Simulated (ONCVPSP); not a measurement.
**Zirconium: generating and testing an ONCV potential**

Aim: build the potential from the settings below, then test how well it stands in for the atom: other configurations, scattering, ghost states and the plane-wave cutoff that it needs.

Method: ONCVPSP 4.0.1.1 (patched build), PBE, scalar-relativistic.

**1. The design**

The settings as typed:

| Property | Result |
| --- | --- |
| element | zirconium (Zr, Z = 40) |
| type | optimised norm-conserving Vanderbilt (ONCV) |
| frozen core | [Ar] 3d10 |
| valence charge | 12 |
| reference configuration | 4s2 4p6 4d2 5s2 |
| partial waves | 4s+5s: rc 2.15 bohr, ncon 4, nbas 8, qcut 5.9 1/bohr, 2 projectors; 4p: rc 1.55 bohr, ncon 3, nbas 8, qcut 5 1/bohr, 1 projector; 4d: rc 1.85 bohr, ncon 5, nbas 9, qcut 5.7 1/bohr, 2 projectors, debl 1.1 Ha |
| local potential | polynomial inside 1.35 bohr (lpopt 5, dvloc0 4 Ha) |
| core correction | not asked for |

The nodes and maxima of the atom's own shells, from an earlier all-electron run, set the scale for the radii.

All-electron outer shells of the reference configuration (PBE, scalar-relativistic, ld1.x):

```csv
shell,level (eV),outermost node (bohr),outermost maximum (bohr)
3d,-174.71,–,0.35
4s,-54.50,0.55,1.08
4p,-32.46,0.56,1.17
5s,-4.44,1.47,3.15
4d,-3.60,0.58,1.59
5p,-1.47,1.70,4.15
```

**2. Generating the potential**

Zr.dat reads:

```
# ATOM AND REFERENCE CONFIGURATION
# atsym  z   nc   nv     iexc    psfile
  Zr 40.00    6    4        4      upf
#
#   n    l    f
    1    0    2.00
    2    0    2.00
    2    1    6.00
    3    0    2.00
    3    1    6.00
    3    2   10.00
    4    0    2.00
    4    1    6.00
    4    2    2.00
    5    0    2.00
#
# PSEUDOPOTENTIAL AND OPTIMIZATION
# lmax
    2
#
#   l,   rc,      ep,       ncon, nbas, qcut
    0    2.15    0.00    4    8    5.90
    1    1.55    0.00    3    8    5.00
    2    1.85    0.00    5    9    5.70
#
# LOCAL POTENTIAL
# lloc, lpopt,  rc(5),   dvloc0
    4    5    1.35    4.00
#
# VANDERBILT-KLEINMAN-BYLANDER PROJECTORs
# l, nproj, debl
    0    2    3.80
    1    1    3.10
    2    2    1.10
#
# MODEL CORE CHARGE
# icmod, fcfact, rcfact
    0    0.00    0.00
#
# LOG DERIVATIVE ANALYSIS
# epsh1, epsh2, depsh
   -4.00    5.00    0.02
#
# OUTPUT GRID
# rlmax, drl
    6.00    0.01
#
# TEST CONFIGURATIONS
# ncnf
    4
# nvcnf
#   n    l    f
    4
    4    0    2.00
    4    1    6.00
    4    2    2.00
    5    0    1.00
#
    4
    4    0    2.00
    4    1    6.00
    4    2    2.00
    5    0    0.00
#
    4
    4    0    2.00
    4    1    6.00
    4    2    1.00
    5    0    0.00
#
    4
    4    0    2.00
    4    1    6.00
    4    2    3.00
    5    0    1.00
#
```

Command:

```sh
oncvpsp.x < Zr.dat > Zr.out
```

**Question.** What will these runs give? Wanted: cutoffs for 1 and 0.1 mHa per electron, occupied waves; bound ghosts; GHOST(+) flags; largest test error; largest phase difference near zero energy, channels read.

**Answer**, as computed:

```
                                                quantity                          value
  cutoffs for 1 and 0.1 mHa per electron, occupied waves                14 Ha and 78 Ha
                                            bound ghosts                     none found
                                          GHOST(+) flags             none at low energy
                            largest test error (AE − PS)  -7.0 meV, for 4s2 4p6 4d2 5s0
largest phase difference near zero energy, channels read                      0.005 rad
```

What this shows: By total energies transferability is good: the largest error is 7.0 meV on 20.1 eV, for 4s2 4p6 4d2 5s0. It counts as soft on the atom at that tolerance, with 14 Ha needed at the looser tolerance. The tighter tolerance needs 78 Ha, and converged work needs a cutoff nearer that. At the looser tolerance the 4d wave is the slowest; 4s needs 11 Ha. It is free of bound ghosts as far as tested. Near zero energy the phases of the channels with partial waves agree within 0.005 rad. All of this concerns the isolated atom, not yet a solid.
